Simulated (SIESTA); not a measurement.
# HfIn4SiO6 (P312) in SIESTA: convergence with k mesh

Aim: find how far k mesh must go before the results for HfIn4SiO6 settle, at PBE. This setting moves, with any that are tied to it; all else stays.

Everything below comes from runs of SIESTA 5.4.2. Logs are shortened: lines on timing, memory, paths and dates and some standing lists are left out, and cuts for length are marked.

### Step 1. The structure

It takes space group P312 (No. 149, trigonal). Conventional cell: a = 5.277 Å, b = 5.277 Å, c = 10.559 Å, α = 90.00°, β = 90.00°, γ = 120.00°. Around Hf (site symmetry 32) lie 6 O at 2.10 Å. Around In (site symmetry 3) lie 3 O at 2.62 Å. In (site symmetry 3) is surrounded by 3 O at 2.32 Å. Around Si (site symmetry 32) lie 6 O at 1.83 Å. O (site symmetry 1) is surrounded by 1 Si at 1.83 Å and 1 Hf at 2.10 Å.

The cell was built by a generator and needn't be a form met in nature.

### Step 2. With k mesh 2 × 2 × 1

HfIn4SiO6.fdf

```
SystemName                      HfIn4SiO6
SystemLabel                     HfIn4SiO6
NumberOfSpecies                 4
NumberOfAtoms                   12
%block ChemicalSpeciesLabel
  1  72 Hf
  2  49 In
  3  14 Si
  4   8 O
%endblock ChemicalSpeciesLabel

LatticeConstant                 1.0 Ang
%block LatticeVectors
     5.2774300000     0.0000000000     0.0000000000
    -2.6387200000     4.5703900000     0.0000000000
     0.0000000000     0.0000000000    10.5590500000
%endblock LatticeVectors
AtomicCoordinatesFormat         Fractional
%block AtomicCoordinatesAndAtomicSpecies
     0.6666700000     0.3333300000     0.0000000000  1  Hf
     0.0000000000     0.0000000000     0.3044600000  2  In
     0.0000000000     0.0000000000     0.6955400000  2  In
     0.3333300000     0.6666700000     0.7891900000  2  In
     0.3333300000     0.6666700000     0.2108100000  2  In
     0.0000000000     0.0000000000     0.0000000000  3  Si
     0.9730000000     0.7049600000     0.8997200000  4  O
     0.2950400000     0.0270000000     0.1002800000  4  O
     0.2950400000     0.2680400000     0.8997200000  4  O
     0.7319600000     0.7049600000     0.1002800000  4  O
     0.7319600000     0.0270000000     0.8997200000  4  O
     0.9730000000     0.2680400000     0.1002800000  4  O
%endblock AtomicCoordinatesAndAtomicSpecies

%block kgrid.MonkhorstPack
    2   0   0  0.0
    0   2   0  0.0
    0   0   1  0.0
%endblock kgrid.MonkhorstPack
XC.Functional                   GGA
XC.Authors                      PBE
PAO.BasisSize                   DZP
PAO.EnergyShift                 0.003 Ry
Mesh.Cutoff                     800 Ry
OccupationFunction              FD
ElectronicTemperature           0.05 eV
MaxSCFIterations                120
SCF.MustConverge                false
SCF.Mixer.Method                Pulay
SCF.Mixer.Weight                0.25
SCF.Mixer.History               8
SCF.DM.Tolerance                5.0e-05
SCF.H.Tolerance                 1.0e-03 eV
WriteForces                     true
Charge.Mulliken                 end
%block PAO.Basis
  Hf 5
  n=5 0 2
    3.241 0.000
  n=6 0 2
    8.163 0.000
  n=5 1 2
    3.929 0.000
  n=6 1 1
    8.163
  n=5 2 2
    7.906 0.000
  In 4
  n=5 0 2
    6.996 0.000
  n=5 1 2
    9.500 0.000
  n=4 2 2
    4.106 0.000
  n=5 2 1
    9.500
%endblock PAO.Basis
Diag.ParallelOverK              false
```

Potentials or basis: PseudoDojo 0.4 standard (PBE files), DZP (energy shift 0.003 Ry; two zetas on semicore shells).

The run is started by

```bash
$ mpirun -n 4 siesta HfIn4SiO6.fdf > HfIn4SiO6.out 2>&1
```

HfIn4SiO6.out:

```text
Version         : 5.4.2

[... 6 lines left out ...]
 NOTE: Please see the manual for full details and compatibility measures.

reinit: Reading from file HfIn4SiO6.fdf

reinit: -----------------------------------------------------------------------
reinit: System Name: HfIn4SiO6
reinit: -----------------------------------------------------------------------
reinit: System Label: HfIn4SiO6
reinit: -----------------------------------------------------------------------

initatom: Reading input for the pseudopotentials and atomic orbitals ----------
Species number:   1 Atomic number:   72 Label: Hf
Species number:   2 Atomic number:   49 Label: In
Species number:   3 Atomic number:   14 Label: Si
Species number:   4 Atomic number:    8 Label: O

Ground state valence configuration (from tables):   6s02  6p00  5d02  5f00
Ground state valence configuration (from tables):   5s02  5p01  5d00  4f00
Ground state valence configuration (from tables):   3s02  3p02  3d00  4f00
Ground state valence configuration (from tables):   2s02  2p04  3d00  4f00

---- Processing specs for species: Hf
Reading pseudopotential information in PSML from:
  Hf.psml
PSML file version: 1.1
Using libxc ids:  101 130
GGA--PBE XC_GGA_X_PBE--XC_GGA_C_PBE pb
Semicore shell(s) with  8 electrons included in the valence for Hf

---- Processing specs for species: In
Reading pseudopotential information in PSML from:
  In.psml
PSML file version: 1.1
Using libxc ids:  101 130
GGA--PBE XC_GGA_X_PBE--XC_GGA_C_PBE pb
Semicore shell(s) with 10 electrons included in the valence for In

---- Processing specs for species: Si
Reading pseudopotential information in PSML from:
  Si.psml
PSML file version: 1.1
Using libxc ids:  101 130
GGA--PBE XC_GGA_X_PBE--XC_GGA_C_PBE pb

---- Processing specs for species: O
Reading pseudopotential information in PSML from:
  O.psml
PSML file version: 1.1
Using libxc ids:  101 130
GGA--PBE XC_GGA_X_PBE--XC_GGA_C_PBE pb

---- Pseudopotential check for Hf

Pseudized shells:
[... 1046 lines left out ...]
    Basis Pressure for species 4(O) :      0.2000000 GPa

    Orbital volume contribution        =          12.322600 eV
    (Free)E + p_basis*V_orbitals       =      -11576.257108 eV
    (Free)Eharris+ p_basis*V_orbitals  =      -11576.257108 eV

mulliken: Atomic and Orbital Populations:

Species: Hf
Atom  Qatom  Qorb
               5s      5s      6s      6s      5py     5pz     5px     5py
               5pz     5px     6py     6pz     6px     5dxy    5dyz    5dz2
               5dxz    5dx2-y2 5dxy    5dyz    5dz2    5dxz    5dx2-y2
   1  9.801   1.903   0.054   0.142   0.052   1.922   1.923   1.922   0.080
              0.084   0.080   0.027   0.087   0.027   0.054   0.297   0.089

              0.297   0.054   0.217   0.081   0.111   0.081   0.217

Species: In
Atom  Qatom  Qorb
               5s      5s      5py     5pz     5px     5py     5pz     5px
               4dxy    4dyz    4dz2    4dxz    4dx2-y2 4dxy    4dyz    4dz2
               4dxz    4dx2-y2 5dxy    5dyz    5dz2    5dxz    5dx2-y2
   2 12.590   1.642   0.105   0.135   0.125   0.135   0.115   0.120   0.115
              1.960   1.951   1.945   1.951   1.960   0.041   0.053   0.057

              0.053   0.041   0.024   0.002   0.035   0.002   0.024
   3 12.590   1.642   0.105   0.135   0.125   0.135   0.115   0.120   0.115
              1.960   1.951   1.945   1.951   1.960   0.041   0.053   0.057
[... 5 lines left out ...]
              0.060   0.047   0.027   0.027   0.022   0.027   0.027
   5 12.531   1.399   0.115   0.114   0.154   0.114   0.150   0.196   0.150
              1.952   1.942   1.949   1.942   1.952   0.047   0.060   0.058

              0.060   0.047   0.027   0.027   0.022   0.027   0.027

Species: Si
Atom  Qatom  Qorb
               3s      3s      3py     3pz     3px     3py     3pz     3px
               3Pdxy   3Pdyz   3Pdz2   3Pdxz   3Pdx2-y2
   6  3.797   0.544   0.281   0.581   0.534   0.581   0.010   0.037   0.010
              0.241   0.264   0.208   0.264   0.241

Species: O
Atom  Qatom  Qorb
               2s      2s      2py     2pz     2px     2py     2pz     2px
               3Pdxy   3Pdyz   3Pdz2   3Pdxz   3Pdx2-y2
   7  6.693   1.897  -0.078   1.678   1.829   1.883  -0.095  -0.207  -0.233
              0.003   0.005   0.003   0.004   0.003
   8  6.693   1.897  -0.078   1.906   1.829   1.655  -0.242  -0.207  -0.085
              0.003   0.003   0.003   0.006   0.003
   9  6.693   1.897  -0.078   1.758   1.829   1.803  -0.154  -0.207  -0.173
              0.003   0.006   0.003   0.003   0.003
  10  6.693   1.897  -0.078   1.678   1.829   1.883  -0.095  -0.207  -0.233
              0.003   0.005   0.003   0.004   0.003
  11  6.693   1.897  -0.078   1.906   1.829   1.655  -0.242  -0.207  -0.085
              0.003   0.003   0.003   0.006   0.003
  12  6.693   1.897  -0.078   1.758   1.829   1.803  -0.154  -0.207  -0.173
              0.003   0.006   0.003   0.003   0.003

mulliken: Qtot =      104.000

Mulliken Atomic Populations:
Atom #   charge [q] valence [e]  Species
     1     2.199028    9.800972  Hf
     2     0.409682   12.590318  In
     3     0.409682   12.590318  In
     4     0.468551   12.531449  In
     5     0.468551   12.531449  In
     6     0.203296    3.796704  Si
     7    -0.693134    6.693134  O
     8    -0.693133    6.693133  O
     9    -0.693131    6.693131  O
    10    -0.693132    6.693132  O
    11    -0.693130    6.693130  O
    12    -0.693131    6.693131  O
 Total    -0.000000

Job completed
```

It took 71 s on 4 MPI ranks of Arm Neoverse V2, shared host; peak memory 0.53 GiB.

What came out:

```
Free energy            : -11588.5797 eV
Pressure               : 1.4 GPa
Largest force          : 0.298 eV/Å
Band gap on the k mesh : 1.03 eV, indirect (least direct gap 1.69 eV)
```

### Step 3. With k mesh 3 × 3 × 2

Edit HfIn4SiO6.fdf of step 2 so:

```diff
@@ -34,5 +34,5 @@
 %block kgrid.MonkhorstPack
-    2   0   0  0.0
-    0   2   0  0.0
-    0   0   1  0.0
+    3   0   0  0.0
+    0   3   0  0.0
+    0   0   2  0.0
 %endblock kgrid.MonkhorstPack
@@ -76,2 +76,2 @@
 %endblock PAO.Basis
-Diag.ParallelOverK              false
+Diag.ParallelOverK              true
```

Potentials or basis: PseudoDojo 0.4 standard (PBE files), DZP (energy shift 0.003 Ry; two zetas on semicore shells).

The run is started by

```bash
$ mpirun -n 4 siesta HfIn4SiO6.fdf > HfIn4SiO6.out 2>&1
```

Wall time 71 s (4 MPI ranks of Arm Neoverse V2, shared host); peak memory 0.53 GiB.

Results (log left out):

* Free energy: -11588.6957 eV
* Pressure: 1.0 GPa
* Largest force: 0.188 eV/Å
* Band gap on the k mesh: none (metal or under the smearing width)

### Step 4. With k mesh 4 × 4 × 2

Edit HfIn4SiO6.fdf of step 3 so:

```diff
@@ -34,4 +34,4 @@
 %block kgrid.MonkhorstPack
-    3   0   0  0.0
-    0   3   0  0.0
+    4   0   0  0.0
+    0   4   0  0.0
     0   0   2  0.0
```

The run is started by

```bash
$ mpirun -n 4 siesta HfIn4SiO6.fdf > HfIn4SiO6.out 2>&1
```

Run time: 73 s. Hardware: 4 MPI ranks of Arm Neoverse V2, shared host; peak memory 0.53 GiB.

The run converged. Its results:

| Quantity | Value |
| --- | --- |
| Free energy | -11588.6744 eV |
| Pressure | 1.2 GPa |
| Largest force | 0.181 eV/Å |
| Band gap on the k mesh | 0.31 eV, indirect (least direct gap 1.69 eV) |

### Step 5. With k mesh 5 × 5 × 3

Edit HfIn4SiO6.fdf of step 4 so:

```diff
@@ -34,5 +34,5 @@
 %block kgrid.MonkhorstPack
-    4   0   0  0.0
-    0   4   0  0.0
-    0   0   2  0.0
+    5   0   0  0.0
+    0   5   0  0.0
+    0   0   3  0.0
 %endblock kgrid.MonkhorstPack
```

The run is started by

```bash
$ mpirun -n 4 siesta HfIn4SiO6.fdf > HfIn4SiO6.out 2>&1
```

It took 74 s on 4 MPI ranks of Arm Neoverse V2, shared host; peak memory 0.53 GiB.

The run converged. Its results:

| Item | Value |
| --- | --- |
| Free energy | -11588.6740 eV |
| Pressure | 1.2 GPa |
| Largest force | 0.178 eV/Å |
| Band gap on the k mesh | 0.23 eV, indirect (least direct gap 1.69 eV) |

### Step 6. With k mesh 6 × 6 × 3

Edit HfIn4SiO6.fdf of step 5 so:

```diff
@@ -34,4 +34,4 @@
 %block kgrid.MonkhorstPack
-    5   0   0  0.0
-    0   5   0  0.0
+    6   0   0  0.0
+    0   6   0  0.0
     0   0   3  0.0
```

Potentials or basis: PseudoDojo 0.4 standard (PBE files), DZP (energy shift 0.003 Ry; two zetas on semicore shells).

The run is started by

```bash
$ mpirun -n 4 siesta HfIn4SiO6.fdf > HfIn4SiO6.out 2>&1
```

It took 77 s on 4 MPI ranks of Arm Neoverse V2, shared host; peak memory 0.53 GiB.

The run converged. Its results:

```yaml
Free_energy: -11588.6752 eV
Pressure: 1.2 GPa
Largest_force: 0.176 eV/Å
Band_gap_on_the_k_mesh: none (metal or under the smearing width)
```

### Step 7. With k mesh 8 × 8 × 4

Edit HfIn4SiO6.fdf of step 6 so:

```diff
@@ -34,5 +34,5 @@
 %block kgrid.MonkhorstPack
-    6   0   0  0.0
-    0   6   0  0.0
-    0   0   3  0.0
+    8   0   0  0.0
+    0   8   0  0.0
+    0   0   4  0.0
 %endblock kgrid.MonkhorstPack
```

The run is started by

```bash
$ mpirun -n 4 siesta HfIn4SiO6.fdf > HfIn4SiO6.out 2>&1
```

Run time: 89 s. Hardware: 4 MPI ranks of Arm Neoverse V2, shared host; peak memory 0.53 GiB.

Results (log left out):

| Property | Result |
| --- | --- |
| Free energy | -11588.6742 eV |
| Pressure | 1.2 GPa |
| Largest force | 0.177 eV/Å |
| Band gap on the k mesh | none (metal or under the smearing width) |

### Step 8. Summary

| k mesh | energy less the tightest run, at zero smearing (meV/atom) | pressure (GPa) | largest force (eV/Å) | gap on the mesh (eV) | SCF cycles | CPU time (s) |
| --- | --- | --- | --- | --- | --- | --- |
| 2 × 2 × 1 | 7.78 | 1.42 | 0.298 | 1.026 | 12 | 280 |
| 3 × 3 × 2 | -1.36 | 1.04 | 0.188 | 0.000 | 12 | 280 |
| 4 × 4 × 2 | 0.04 | 1.23 | 0.181 | 0.309 | 12 | 290 |
| 5 × 5 × 3 | 0.04 | 1.23 | 0.178 | 0.232 | 12 | 300 |
| 6 × 6 × 3 | -0.05 | 1.21 | 0.176 | 0.000 | 12 | 310 |
| 8 × 8 × 4 | 0.00 | 1.23 | 0.177 | 0.000 | 12 | 360 |

Against the tightest run, the energy stays within 1 meV/atom from 4 × 4 × 2 on; the pressure stays within 0.1 GPa from 4 × 4 × 2 on; the largest force stays within 0.005 eV/Å from 4 × 4 × 2 on; the gap on the mesh stays within 0.01 eV from 6 × 6 × 3 on. Meshes of other sizes hit other points, so gaps and Fermi surfaces needn't settle smoothly. The tightest run that finished is the yardstick and may itself not be fully converged.

Caveats: short orbitals over semicore shells can move pressures by several GPa; the basis of atomic orbitals isn't converged, which shifts pressures, moduli and gaps.
